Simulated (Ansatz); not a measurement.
**FGaH4OSi: how energies converge with the basis set**

An exercise on one series of results from a longer session: the logs are not shown, and one member is left open.

Computed with Ansatz 0.2.0, Gaussian basis. Level: one geometry, several basis sets.

Plan: PBE0-D4/def2-SVP; ωB97M-V/def2-SVP; PBE0-D4/def2-QZVPP; ωB97M-V/def2-QZVPP; the functionals' def2-TZVPP values are taken from earlier runs.

### Structure used throughout

The geometry comes from an earlier relaxation with PBE0-D4 in a triple-zeta def2 set; it is a stationary point, not always the lowest conformer.

SMILES `[OH][GaH][SiH2]F`, 8 atoms, charge 0, spin multiplicity 1.

Atoms are counted from 1 here; the program's logs count them from 0.

Bond lengths: O1–Ga2 1.790 Å, O1–H5 0.960 Å, Ga2–Si3 2.420 Å, Ga2–H6 1.562 Å, Si3–F4 1.612 Å, Si3–H7 1.488 Å, Si3–H8 1.488 Å. Angles: Ga2–O1–H5 113.9°, O1–Ga2–Si3 116.0°, O1–Ga2–H6 113.5°, Si3–Ga2–H6 130.5°, Ga2–Si3–F4 107.9°, Ga2–Si3–H7 113.0°, Ga2–Si3–H8 113.0°, F4–Si3–H7 107.4°, F4–Si3–H8 107.4°, H7–Si3–H8 107.8°.

Set-up of the first run:

Contents of in.yaml:

```yaml
crystal:
  periodic: [false, false, false]
  atoms:
    - {symbol: O, position_ang: [-2.152603, 0.668281, 0.454538]}
    - {symbol: Ga, position_ang: [-0.411409, 1.077094, 0.391704]}
    - {symbol: Si, position_ang: [1.066687, -0.691448, -0.347086]}
    - {symbol: F, position_ang: [0.165417, -1.990632, -0.663161]}
    - {symbol: H, position_ang: [-2.350278, -0.231724, 0.185391]}
    - {symbol: H, position_ang: [-0.099465, 2.542888, 0.831390]}
    - {symbol: H, position_ang: [2.066841, -1.082735, 0.683454]}
    - {symbol: H, position_ang: [1.806908, -0.348822, -1.592129]}
basis:
  gaussian: {orbitals: def2-SVP}
hamiltonian: {xc: pbe0, dispersion: d4}
output: {orbitals: {seedname: orbitals}}
```

Among the steps run: PBE0-D4 in def2-SVP; ωB97M-V in def2-SVP; PBE0-D4 in def2-QZVPP; ωB97M-V in def2-QZVPP.

One of the session's tables, all rows but one given; the rest of the session is left out.

It belongs to the step «Density functionals: the series». 

```
functional       basis  HOMO (eV)  LUMO (eV)
   PBE0-D4    def2-SVP      -7.67      -1.62
   PBE0-D4  def2-TZVPP      -7.76      -1.74
   PBE0-D4  def2-QZVPP          ?          ?
   ωB97M-V    def2-SVP      -9.69       0.18
   ωB97M-V  def2-TZVPP      -9.81       0.01
   ωB97M-V  def2-QZVPP      -9.85      -0.13
```

Q: Estimate the row for PBE0-D4, def2-QZVPP from the others.

As computed: HOMO (eV): -7.78; LUMO (eV): -1.78. In the column «HOMO (eV)» it lies between ωB97M-V, def2-SVP (-9.69) and PBE0-D4, def2-TZVPP (-7.76).
